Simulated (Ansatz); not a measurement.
**CuAs (zincblende): a single-point run**

Wanted: a converged single-point run for CuAs (zincblende), and a check of what comes out. The structure is shown as the input types it.

Program: Ansatz 0.2.0. Level of theory: DFT PBEsol, scalar-relativistic, plane waves, PAW. These are calculated values, not measurements.

## 1. The starting structure

The structure is cubic, space group F-43m (No. 216). The conventional cell has a = 5.361 Å, b = 5.361 Å, c = 5.361 Å, α = 90.00°, β = 90.00°, γ = 90.00°. Cu (site symmetry -43m) is surrounded by 4 As at 2.32 Å. As (site symmetry -43m) is surrounded by 4 Cu at 2.32 Å.

As a file:

```
CELL_PARAMETERS angstrom
0.00000 2.68027 2.68027
2.68027 0.00000 2.68027
2.68027 2.68027 0.00000
ATOMIC_POSITIONS crystal
Cu 0.00000 0.00000 0.00000
As 0.25000 0.25000 0.25000
```

## 2. Input and run

Contents of input.yaml:

```yaml
crystal:
  lattice:
    - [0.0, 2.680266202, 2.680266202]
    - [2.680266202, 0.0, 2.680266202]
    - [2.680266202, 2.680266202, 0.0]
  atoms:
    - { symbol: Cu, position: [0.0, 0.0, 0.0] }
    - { symbol: As, position: [0.25, 0.25, 0.25] }
basis:
  ecutwfc: "80 eV"
  ecutrho_ratio: 4
kpoints:
  mp_grid: { grid: [12, 12, 12] }
hamiltonian:
  xc: pbesol
scf:
  occupations: { method: gaussian, width: 0.05 }
  max_iter: 100
output:
  forces: true
  stress: true
```

The run is started by

```sh
$ ansatz run input.yaml --threads 4 --pin off --max-ram 4096MiB --backend cpu --events-out ev --progress --plain --runs-dir out
```

**Question.** How will this run end, and is anything wrong with its input?

The program finished normally, with warnings (cutoff below recommended). It gives a pressure of -500 GPa, which is large.

The suspect setting: basis.ecutwfc is 80 eV. With so few plane waves the basis is incomplete by a wide margin. The potentials' recommended cutoff is 420 eV.

The test: set basis.ecutwfc to 420.
